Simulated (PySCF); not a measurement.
**OsS3: relaxation and vibrations of the singlet**

Aim: relax OsS3 as a singlet from a PBE0 minimum start, check by its vibrations whether the end is a minimum, and collect its spectrum and constants.

Computed with PySCF 2.14.0. Level: PBE0, basis Os def2-SVP with ECP60, S def2-SVP, scalar-relativistic core potentials, no spin–orbit coupling, density fitting.

## 1. Starting geometry

4 atoms, charge 0, spin multiplicity 1.

Bond lengths: Os1–S2 2.077 Å, Os1–S3 2.077 Å, Os1–S4 2.077 Å. Angles: S2–Os1–S3 120.0°, S2–Os1–S4 120.0°, S3–Os1–S4 120.0°.

```xyz
4
charge 0 multiplicity 1
Os    0.0000    0.0000    0.0000
S     2.0772    0.0000    0.0000
S    -1.0386    1.7989    0.0000
S    -1.0386   -1.7989    0.0000
```

## 2. Finding the electronic state

The steps below are one call of a driver around PySCF. For each, scf.py gives the equivalent set-up of the SCF; relaxations use the driver's own optimiser. After this first run the driver tries any further starts and a stability analysis.

Input file scf.py:

```python
from pyscf import gto, scf, dft
mol = gto.M(atom='''
Os     0.000000    -0.000000     0.000000
S      2.077240    -0.000009     0.000000
S     -1.038612     1.798947    -0.000000
S     -1.038628    -1.798938     0.000000''',
    basis={'Os': 'def2-SVP', 'S': 'def2-SVP'},
    ecp={'Os': 'def2-SVP'},
    charge=0, spin=0)
mf = dft.RKS(mol, xc='PBE0')
mf.grids.atom_grid = (50, 194)
aux = {'Os': 'def2-universal-JKFIT', 'S': 'def2-universal-JKFIT'}
mf = mf.density_fit(auxbasis=aux)
mf.conv_tol = 1e-08
mf.diis_space = 10
mf.max_cycle = 60
mf.init_guess = 'minao'
mf.verbose = 4
mf.kernel()
```

On the command line:

```
$ OMP_NUM_THREADS=2 python axn.py task.json out
```

Log:

```text
init E= -1272.48746713272
  HOMO = -0.527326731279825  LUMO = -0.468571591394063  gap/eV = 1.59881
cycle= 1 E= -1284.05545435498  delta_E= -11.6  |g|= 1.36  |ddm|= 8.39
  HOMO = 0.0415781798003562  LUMO = 0.118772116535644  gap/eV = 2.10055
cycle= 2 E= -1279.70620100924  delta_E= 4.35  |g|= 3.73  |ddm|= 7.45
  HOMO = -0.277949850456481  LUMO = -0.164545435641019  gap/eV = 3.08589
cycle= 3 E= -1284.51180963333  delta_E= -4.81  |g|= 0.307  |ddm|= 6.97
  HOMO = -0.303585134661033  LUMO = -0.173666411826509  gap/eV = 3.53527
cycle= 4 E= -1284.53456593804  delta_E= -0.0228  |g|= 0.075  |ddm|= 0.337
  HOMO = -0.288567727026658  LUMO = -0.159017606573162  gap/eV = 3.52524
cycle= 5 E= -1284.53612273623  delta_E= -0.00156  |g|= 0.0128  |ddm|= 0.122
  HOMO = -0.288294774519358  LUMO = -0.158424683851413  gap/eV = 3.53395
cycle= 6 E= -1284.53616228087  delta_E= -3.95e-05  |g|= 0.00472  |ddm|= 0.0198
  HOMO = -0.288227900618979  LUMO = -0.158438125925725  gap/eV = 3.53176
cycle= 7 E= -1284.53616211828  delta_E= 1.63e-07  |g|= 0.00476  |ddm|= 0.0107
  HOMO = -0.28819966035784  LUMO = -0.158294745555237  gap/eV = 3.53489
cycle= 8 E= -1284.53616943679  delta_E= -7.32e-06  |g|= 0.00123  |ddm|= 0.00577
  HOMO = -0.288188767993705  LUMO = -0.158304697313529  gap/eV = 3.53433
cycle= 9 E= -1284.53616972625  delta_E= -2.89e-07  |g|= 0.000582  |ddm|= 0.000958
  HOMO = -0.288188847552159  LUMO = -0.158323580314981  gap/eV = 3.53381
cycle= 10 E= -1284.53616980169  delta_E= -7.54e-08  |g|= 5.59e-05  |ddm|= 0.00047
  HOMO = -0.288189304974738  LUMO = -0.15832530044278  gap/eV = 3.53378
cycle= 11 E= -1284.53616980237  delta_E= -6.79e-10  |g|= 5.7e-06  |ddm|= 4.45e-05
  HOMO = -0.288189300272434  LUMO = -0.158326390613306  gap/eV = 3.53375
Extra cycle  E= -1284.53616980226  delta_E= 1.11e-10  |g|= 2.25e-05  |ddm|= 2.26e-05
converged SCF energy = -1284.53616980226
```

This step, with its further starts and checks, took 7.1 s on 2 threads of Arm Neoverse N1, shared host.

No lower closed-shell solution turned up in the test of internal stability.

## 3. PBE0 minimum start, singlet: relaxation

The program finds D3h symmetry in the start, which this walk keeps. Threshold on the gradient: 0.0003 Eh/bohr, with a further test on the energy change.

scf.py, as its differences from that of step 2:

```diff
@@ -3 +3 @@
-Os     0.000000    -0.000000     0.000000
+Os    -0.000000     0.000000     0.000000
@@ -5 +5 @@
-S     -1.038612     1.798947    -0.000000
+S     -1.038612     1.798947     0.000000
@@ -17 +16,0 @@
-mf.init_guess = 'minao'
```

The optimiser's trace:

```tsv
step	energy (Eh)	change (kJ/mol)	largest symmetric gradient (Eh/bohr)
0	-1284.536170	0.00	0.00014
```

The walk took 2.8 s.

After 0 steps and 0.0 kJ/mol it ends at D3h: Os–S 2.077 Å (×3); S–Os–S 120.0° (×3).

## 4. Vibrations and properties at this point

The point is checked on the finer grid, and tightened if its gradient asks for it. The Hessian and the dipole derivatives come from central differences of analytic gradients, with steps of 0.02 bohr.

scf.py, as its differences from that of step 3:

```diff
@@ -3 +3 @@
-Os    -0.000000     0.000000     0.000000
+Os     0.000000     0.000000     0.000000
@@ -11 +11 @@
-mf.grids.atom_grid = (50, 194)
+mf.grids.atom_grid = (75, 302)
@@ -14 +14 @@
-mf.conv_tol = 1e-08
+mf.conv_tol = 1e-10
```

The driver hands on the density of the step before, so the log starts near convergence.

SCF at the final geometry:

```text
init E= -1284.53619453665
  HOMO = -0.288194032681018  LUMO = -0.158324274620171  gap/eV = 3.53394
cycle= 1 E= -1284.53619453663  delta_E= 2.34e-11  |g|= 9.37e-06  |ddm|= 1.46e-05
  HOMO = -0.288194029355108  LUMO = -0.158324648156846  gap/eV = 3.53393
Extra cycle  E= -1284.53619453634  delta_E= 2.86e-10  |g|= 3.15e-05  |ddm|= 4.53e-05
converged SCF energy = -1284.53619453634
```

The whole step took 32 s.

Geometry: D3h; Os–S 2.077 Å (×3); S–Os–S 120.0° (×3).

Harmonic modes (main isotopes):

```json
{"symmetry": "a2''", "ω (cm⁻¹)": "82", "IR (km/mol)": "0.2", "μ (u)": "44.26", "type": "bend"}
{"symmetry": "e'", "ω (cm⁻¹)": "165", "IR (km/mol)": "8.5", "μ (u)": "35.26", "type": "bend"}
{"symmetry": "a1'", "ω (cm⁻¹)": "556", "IR (km/mol)": "0.0", "μ (u)": "31.97", "type": "stretch"}
{"symmetry": "e'", "ω (cm⁻¹)": "568", "IR (km/mol)": "86.7", "μ (u)": "39.21", "type": "stretch"}
```

All wavenumbers are real: a minimum.

Properties at this point:

```
Dipole moment                                                   : 0.00 D
Highest occupied level                                          : -7.84 eV
Lowest empty level                                              : -4.31 eV
Rotational constants                                            : 0.08146, 0.08146, 0.04073 cm⁻¹
Zero-point energy                                               : 12.6 kJ/mol
Principal polarisabilities                                      : 49.0, 105.2, 105.2 bohr³
Atomisation energy without zero-point energy                    : 1261 kJ/mol
Principal traceless quadrupole moments about the centre of mass : -1.15, 0.57, 0.57 D Å
Entropy at 298.15 K and 1 bar                                   : 325.8 J/(mol K)
Heat capacity Cp at 298.15 K                                    : 71.2 J/(mol K)
Enthalpy at 298.15 K above 0 K                                  : 16.60 kJ/mol
Rotational symmetry number                                      : 6
```

Populations by atom (charges in e):

```json
{"atom": "Os1", "Mulliken": "0.23", "Löwdin": "-0.88", "polar tensor": "0.67", "Mayer order to Os1": "–"}
{"atom": "S2,3,4", "Mulliken": "-0.08", "Löwdin": "0.29", "polar tensor": "-0.22", "Mayer order to Os1": "1.94"}
```

Mulliken populations on Os1 (outside its core potential): s 2.82, p 6.40, d 6.48, f 0.06.

## 5. Summary of results

| quantity | value |
| --- | --- |
| minimum | singlet, D3h |
| geometry | Os–S 2.077 Å (×3); S–Os–S 120.0° (×3) |
| wavenumbers (cm⁻¹) | 82 (a2''), 165 (e'), 556 (a1'), 568 (e') |
| dipole moment | 0.00 D |
| highest occupied, lowest empty level | -7.84, -4.31 eV |
| polar-tensor charge of Os1 | +0.67 e |
| zero-point energy | 12.6 kJ/mol |
| entropy at 298.15 K | 325.8 J/(mol K) |
| atomisation energy (no zero-point energy) | 1261 kJ/mol |

In words: The PBE0 minimum start keeps its D3h symmetry and ends in a minimum. The strongest infrared band lies at 568 cm⁻¹ (e', stretch). Os1 has a polar-tensor charge of +0.7 e (a dipole derivative, not a static charge), yet symmetry cancels the bond dipoles. Other starts or spin states, not run here, may lie lower. Whether spin polarisation would lower the closed shell was not checked. With an element this heavy the missing spin–orbit coupling can shift these numbers.

The search up to here took 42 s.
